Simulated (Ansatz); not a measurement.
# SnO2: the cost of one run

Computed with Ansatz 0.2.0 (DFT LDA+D3(BJ), scalar-relativistic, plane waves, PAW, unless a step's input says otherwise).

**1. The starting structure**

Symmetry: R-3m, No. 166, trigonal system. The conventional cell has a = 3.216 Å, b = 3.216 Å, c = 11.515 Å, α = 90.00°, β = 90.00°, γ = 120.00°. Around Sn (site symmetry -3m) lie 6 O at 2.08 Å. O (site symmetry 3m) has 3 Sn at 2.08 Å in its first shell of neighbours.

As a file:

```cif
data_structure
_symmetry_space_group_name_H-M 'P 1'
_symmetry_Int_Tables_number 1
_cell_length_a 4.2639
_cell_length_b 4.2639
_cell_length_c 4.2639
_cell_angle_alpha 44.309
_cell_angle_beta 44.309
_cell_angle_gamma 44.309
_cell_volume 34.38
loop_
_atom_site_label
_atom_site_type_symbol
_atom_site_fract_x
_atom_site_fract_y
_atom_site_fract_z
_atom_site_occupancy
Sn1 Sn 0.50000 0.50000 0.50000 1
O1 O 0.24827 0.24827 0.24827 1
O2 O 0.75173 0.75173 0.75173 1
```

It goes back to an entry of the Materials Project, which need not be the stable form.

This cell was relaxed beforehand with the same method: volume 11.46 Å³/atom, gap on the mesh 1.42 eV.

**2. What is varied**

Rigid slide and opening across a plane, one cut a cell; the plane is (0 0 1) of the conventional cell, and the faces at the cut hold O and O.

The axes are (1) slide along a1 + a2 (5.570 Å): 6 values from 0.000 to 0.833, periodic; (2) opening across the cut: 5 values from −0.25 to 2.20 Å.

Nothing else is relaxed (rigid halves). Energies count from the perfect crystal. Points are written as (first, second).

**3. Grid point (0.000, 0.40 Å)**

File input.yaml:

```yaml
crystal:
  lattice:
    - [-3.2158867152, 0.0, 0.0]
    - [-1.6079433576, -2.7850395911, 0.0]
    - [0.0, 1.0e-10, 11.9154283105]
  atoms:
    - { symbol: Sn, position: [0.6666666667, 0.6666666667, 0.4831989318] }
    - { symbol: Sn, position: [0.0, 1.0, 0.1610555725] }
    - { symbol: Sn, position: [0.3333333333, 0.3333333333, 0.8053422911] }
    - { symbol: O, position: [0.6666666667, 0.6666666667, 0.2399154461] }
    - { symbol: O, position: [1.0, 1.0, 0.8842021647] }
    - { symbol: O, position: [0.3333333333, 0.3333333333, 0.5620588054] }
    - { symbol: O, position: [0.6666666667, 0.6666666667, 0.7264824175] }
    - { symbol: O, position: [1.0, 1.0, 0.4043390582] }
    - { symbol: O, position: [0.3333333333, 0.3333333333, 0.0821956989] }
basis:
  ecutwfc: 520.0
kpoints:
  mp_grid: { grid: [10, 10, 3] }
hamiltonian:
  xc: lda
  pseudopotentials: { kind: paw, azcp: { folder: soft_1 } }
  dispersion: d3bj
scf:
  occupations: { method: gaussian, width: 0.05 }
output:
  forces: true
  stress: true
  eigenvalues: true
  write_density: true
  write_potential: true
  elf: true
  volumetric_format: npy
```

Run with:

```
$ ansatz run input.yaml --threads 2 --pin off --max-ram 4096MiB --backend cpu --events-out ev --progress --plain --runs-dir out
```

**Question.** How long does this run take on 2 threads of Arm Neoverse V1, shared host, and how much memory does it need?

About 12 s, with a peak of 0.48 GiB.
